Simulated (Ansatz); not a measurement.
Set up this calculation in Ansatz 0.2.0, as the native input.

* Task: relaxation of cell and atoms
* Functional: PBE
* Dispersion: D4
* Potentials or basis: Ansatz PAW
* Cutoff: 420 eV (not typed: the program's choice for these potentials)
* k mesh: 6 × 6 × 1
* Occupations: fermi-dirac, width 0.05 eV
* Spin: collinear spin, ferromagnetic start
* Starting moments: [0.0, 0.0, 3.0, 3.0, 0.0, 0.0, 0.0, 0.0, 0.0] μB

The system is CsLiCr2Te2S3.

```
Cs Li Cr Te S
1.0
     3.60358    0.00000    0.00000
    -1.80179    3.12079    0.00000
     0.00000    0.00000   19.06651
Cs Li Cr Te S
1 1 2 2 3
Direct
  0.00000 0.00000 0.37399
  0.66667 0.33333 0.01607
  0.00000 0.00000 0.86637
  0.33333 0.66667 0.16833
  0.33333 0.66667 0.53891
  0.66667 0.33333 0.77276
  0.00000 0.00000 0.10030
  0.33333 0.66667 0.92920
  0.66667 0.33333 0.23408
```

The cell was built by a generator and needn't be a form met in nature.

These files were run (other wordings do the same):

input.yaml

```yaml
crystal:
  lattice:
    - [3.60358, 0.0, 0.0]
    - [-1.80179, 3.12079, 0.0]
    - [0.0, 0.0, 19.06651]
  atoms:
    - { symbol: Cs, position: [0.0, 0.0, 0.37399] }
    - { symbol: Li, position: [0.66667, 0.33333, 0.01607] }
    - { symbol: Cr, position: [0.0, 0.0, 0.86637], spin: 3.0 }
    - { symbol: Cr, position: [0.33333, 0.66667, 0.16833], spin: 3.0 }
    - { symbol: Te, position: [0.33333, 0.66667, 0.53891] }
    - { symbol: Te, position: [0.66667, 0.33333, 0.77276] }
    - { symbol: S, position: [0.0, 0.0, 0.1003] }
    - { symbol: S, position: [0.33333, 0.66667, 0.9292] }
    - { symbol: S, position: [0.66667, 0.33333, 0.23408] }
hamiltonian:
  xc: pbe
  pseudopotentials: { kind: paw }
  dispersion: d4
magnetization:
  spin_polarized: true
kpoints:
  mp_grid: { grid: [6, 6, 1] }
scf:
  occupations: { method: fermi_dirac, width: 0.05 }
output:
  forces: true
  stress: true
  eigenvalues: true
  write_density: true
  write_potential: true
  elf: true
  volumetric_format: npy
relax:
  f_tol: 0.01
  max_steps: 40
  cell: { stress_tol: 0.05 }
```

Potentials or basis: Ansatz PAW.

The run is started by

```sh
$ ansatz run input.yaml --threads 8 --pin off --max-ram 20480MiB --backend cpu --events-out ev --progress --plain --runs-dir out
```

Results of the run:

```yaml
Relaxed_volume: 21.75 Å³/atom
Relaxed_cell: a = 3.559 Å, b = 3.559 Å, c = 17.847 Å, α = 90.00°, β = 90.00°, γ = 120.00°
Space_group_after_relaxing_to_0.05_Å: P3m1 (No. 156)
Energy_gained_by_relaxing: 16.8 meV/atom
Ionic_steps: 7
Pressure_after_relaxing: 0.0 GPa
Largest_force_after_relaxing: 0.010 eV/Å
Band_gap_on_the_k_mesh: none (metal or under the smearing width)
Net_moment: 5.68 μB per cell
Absolute_moment: 6.62 μB per cell
Site_moments: Cs +0.00; Li -0.01; Cr +2.52, +2.70; Te +0.06, -0.14; S -0.04, -0.05 μB
```

Caveat: the plane-wave basis is chosen anew once the cell has moved, so the energies of steps on either side of that aren't comparable; only a ferromagnetic start was run, and an antiferromagnetic order may lie lower in energy; pairwise dispersion overbinds metals, which lowers pressure and volume.

It took 26 s on 8 threads of Intel(R) Xeon(R) Platinum 8488C (Sapphire Rapids), on a shared host, peak memory 1.1 GiB.
